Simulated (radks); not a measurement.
# Yb⁺ in [Xe] 4f14 6s1: an all-electron calculation

The task here is to estimate one member of a computed series from the others.

Method: scalar-relativistic Kohn-Sham, AM05, spin-unpolarised, spherical densities, finite nucleus. Code: radks (a radial shooting solver on a logarithmic mesh, Libxc functionals) version 1.

### The system

| Item | Value |
| --- | --- |
| element | ytterbium (Z = 70) |
| charge | +1 |
| electrons | 69 |
| configuration | [Xe] 4f14 6s1 |
| nuclear rms radius | 5.3108 fm |

The outer shells:

Yb⁺
```
[Xe] core
4f [↑↓][↑↓][↑↓][↑↓][↑↓][↑↓][↑↓]
6s [↑ ]
```

Set-up of the first run:

Settings of this run:

```text
Z 70
configuration [Xe] 4f14 6s1 5d0 6p0
relativity scalar-relativistic
functional am05,am05
spin unpolarised
nucleus finite rms 5.3108 fm
c 137.035999084
```

Run with:

```sh
python run_ks.py task.json out
```

The same process makes all the runs of this session.

Among the steps run: Self-consistent calculation.

One of the session's tables, all rows but one given; the rest of the session is left out.

It belongs to the step «Radial structure». From the orbitals of this run (lengths in bohr):

```
level      <r>  outermost maximum (interpolated)  90 % within  nodes
   1s  0.01968                            0.0124       0.0357      0
   2s  0.08339                            0.0706        0.129      1
   2p  0.07417                            0.0576        0.121      0
   3s        ?                                 ?            ?      ?
   3p   0.2164                             0.197        0.324      1
   3d   0.1961                             0.160        0.305      0
   4s   0.4882                             0.455        0.702      3
   4p   0.5185                             0.476        0.755      2
   4d   0.5603                             0.491        0.843      1
   5s    1.208                              1.07         1.75      4
   5p    1.446                              1.23         2.14      3
   4f   0.7853                             0.483         1.38      0
   6s    3.539                              3.06         5.18      5
   5d    2.796                              1.95         4.58      2
   6p    4.683                              4.05         6.87      4
```

**Question.** Estimate the row for 3s.

The run gave: <r>: 0.2169; outermost maximum (interpolated): 0.200; 90 % within: 0.318; nodes: 2. In the column «<r>» it lies between 3p (0.2164) and 4s (0.4882).

Caveats from the session: Spin polarisation and multiplet splitting are left out.
